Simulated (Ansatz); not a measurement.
# CH7BOSi: the cost of one run

Program: Ansatz 0.2.0. Level of theory: RKS PBE0-D4/6-31G*. These are calculated values, not measurements.

## 1. The starting structure

Bond lengths: C1–O2 1.365 Å, O2–B3 1.456 Å, B3–Si4 2.049 Å, C1–H5 1.101 Å, C1–H6 1.179 Å, C1–H7 1.112 Å, B3–H8 1.140 Å, Si4–H9 1.506 Å, Si4–H10 1.437 Å, Si4–H11 1.422 Å. Angles (14 of 16 angles, heavy atoms first): C1–O2–B3 106.2°, O2–B3–Si4 119.3°, O2–C1–H5 116.7°, O2–C1–H6 108.1°, O2–C1–H7 113.9°, O2–B3–H8 124.0°, Si4–B3–H8 116.7°, B3–Si4–H9 106.3°, B3–Si4–H10 107.1°, B3–Si4–H11 106.8°, H5–C1–H6 104.3°, H5–C1–H7 109.1°, H6–C1–H7 103.4°, H9–Si4–H10 111.0°.

As a file:

```xyz
11

C    -1.3313    1.0825   -0.4115
O    -1.2049    0.1915    0.6147
B    -0.3330   -0.8675    0.1272
Si    1.6848   -0.7386    0.4619
H    -0.4182    1.6148   -0.7192
H    -2.0646    1.9390   -0.0658
H    -1.8307    0.6643   -1.3129
H    -0.7058   -1.8068   -0.4014
H     1.8596   -0.6444    1.9547
H     2.2771   -1.9432   -0.0517
H     2.1323    0.4516   -0.1753
```

## 2. Relaxing end A

Contents of input.yaml:

```yaml
crystal:
  periodic: [false, false, false]
  atoms:
    - { symbol: C, position_ang: [-1.3313, 1.0825, -0.4115] }
    - { symbol: O, position_ang: [-1.2049, 0.1915, 0.6147] }
    - { symbol: B, position_ang: [-0.333, -0.8675, 0.1272] }
    - { symbol: Si, position_ang: [1.6848, -0.7386, 0.4619] }
    - { symbol: H, position_ang: [-0.4182, 1.6148, -0.7192] }
    - { symbol: H, position_ang: [-2.0646, 1.939, -0.0658] }
    - { symbol: H, position_ang: [-1.8307, 0.6643, -1.3129] }
    - { symbol: H, position_ang: [-0.7058, -1.8068, -0.4014] }
    - { symbol: H, position_ang: [1.8596, -0.6444, 1.9547] }
    - { symbol: H, position_ang: [2.2771, -1.9432, -0.0517] }
    - { symbol: H, position_ang: [2.1323, 0.4516, -0.1753] }
basis:
  gaussian: { orbitals: "6-31G*" }
hamiltonian:
  xc: pbe0
  dispersion: d4
relax:
  f_tol: 0.015
  max_steps: 40
```

Command:

```bash
> ansatz run input.yaml --threads 1 --pin off --max-ram 2048MiB --backend cpu --events-out ev --progress --plain --runs-dir out
```

Q: Estimate wall time and peak memory on 1 thread of Arm Neoverse V2, shared host.

About 1.9 min, with a peak of 0.15 GiB.
